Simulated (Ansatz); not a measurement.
**F₂GeH₄Si: a ladder of functionals and wavefunction methods**

The task here is to estimate one member of a computed series from the others.

Program: Ansatz 0.2.0, Gaussian basis. Level of theory: functionals in def2-TZVPP, the program's frozen cores in correlated methods. These are calculated values, not measurements.

Plan: LDA (SPW92), PBE-D4, revPBE-D4, BLYP-D4, r2SCAN-D4, B97M-V, PBE0-D4, B3LYP-D4, r2SCANh-D4, r2SCAN0-D4, HSE06-D4, BHLYP-D4, CAM-B3LYP-D4, LC-ωPBE, ωB97X-V, ωB97M-V, B2PLYP, PBE-QIDH; CCSD(T)/def2-SVP; CCSD(T)/def2-TZVPP; MP2/def2-QZVPP; extrapolation to the limit; RPA on PBE.

### The geometry

The geometry comes from an earlier relaxation with PBE0-D4 in a triple-zeta def2 set; it is a stationary point, not always the lowest conformer.

SMILES `F[SiH](F)[GeH3]`, 8 atoms, charge 0, spin multiplicity 1.

Atoms are counted from 1 here; the program's logs count them from 0.

Bond lengths: F1–Si2 1.592 Å, Si2–F3 1.592 Å, Si2–Ge4 2.377 Å, Si2–H5 1.481 Å, Ge4–H6 1.536 Å, Ge4–H7 1.535 Å, Ge4–H8 1.536 Å. Angles: F1–Si2–F3 107.0°, F1–Si2–Ge4 109.5°, F1–Si2–H5 107.4°, F3–Si2–Ge4 109.5°, F3–Si2–H5 107.4°, Ge4–Si2–H5 115.8°, Si2–Ge4–H6 109.5°, Si2–Ge4–H7 110.3°, Si2–Ge4–H8 109.5°, H6–Ge4–H7 109.3°, H6–Ge4–H8 108.8°, H7–Ge4–H8 109.3°.

Coordinates:

```xyz
8

F     1.3018   -1.4186    1.1974
Si    1.1399   -0.1266    0.2809
F     1.9831   -0.3864   -1.0447
Ge   -1.1515    0.1644   -0.2813
H     1.7765    1.0042    0.9949
H    -1.9700    0.3896    0.9988
H    -1.6823   -1.0766   -1.0112
H    -1.3055    1.3929   -1.1904
```

The first run:

Input file in.yaml:

```yaml
crystal:
  periodic: [false, false, false]
  atoms:
    - {symbol: F, position_ang: [1.301846, -1.418631, 1.197444]}
    - {symbol: Si, position_ang: [1.139943, -0.126637, 0.280852]}
    - {symbol: F, position_ang: [1.983128, -0.386419, -1.044723]}
    - {symbol: Ge, position_ang: [-1.151502, 0.164446, -0.281326]}
    - {symbol: H, position_ang: [1.776460, 1.004181, 0.994857]}
    - {symbol: H, position_ang: [-1.969954, 0.389580, 0.998809]}
    - {symbol: H, position_ang: [-1.682321, -1.076627, -1.011199]}
    - {symbol: H, position_ang: [-1.305500, 1.392907, -1.190416]}
basis:
  gaussian: {orbitals: def2-TZVPP}
hamiltonian: {xc: lda}
output: {orbitals: {seedname: orbitals}}
```

Steps of the session up to this table: LDA; PBE-D4 (GGA); revPBE-D4 (GGA); BLYP-D4 (GGA); r2SCAN-D4 (meta-GGA); B97M-V (meta-GGA); PBE0-D4 (hybrid); B3LYP-D4 (hybrid); r2SCANh-D4 (hybrid); r2SCAN0-D4 (hybrid); HSE06-D4 (hybrid); BHLYP-D4 (hybrid); CAM-B3LYP-D4 (range-separated); LC-ωPBE-D4 (range-separated; the results give it without D4); ωB97X-V (range-separated); ωB97M-V (range-separated); B2PLYP (double hybrid); PBE-QIDH (double hybrid).

One of the session's tables, all rows but one given; the rest of the session is left out.

It belongs to the step «Orbital energies across the functionals». 

```
  functional  HOMO (eV)  gap (eV)
 LDA (SPW92)      -7.38      6.06
      PBE-D4      -7.28      6.20
   revPBE-D4      -7.24      6.26
     BLYP-D4      -7.18      6.24
   r2SCAN-D4      -7.60      6.82
      B97M-V          ?         ?
     PBE0-D4      -8.52      8.28
    B3LYP-D4      -8.33      7.89
  r2SCANh-D4      -8.05      7.56
  r2SCAN0-D4      -8.72      8.66
    HSE06-D4      -8.12      7.51
    BHLYP-D4      -9.67     10.33
CAM-B3LYP-D4      -9.84     10.65
     LC-ωPBE     -11.12     13.10
     ωB97X-V     -10.80     12.65
     ωB97M-V     -10.58     12.17
```

Estimate the missing values for B97M-V.

As computed: HOMO (eV): -7.69; gap (eV): 6.74. In the column «HOMO (eV)» it lies between r2SCANh-D4 (-8.05) and r2SCAN-D4 (-7.60).
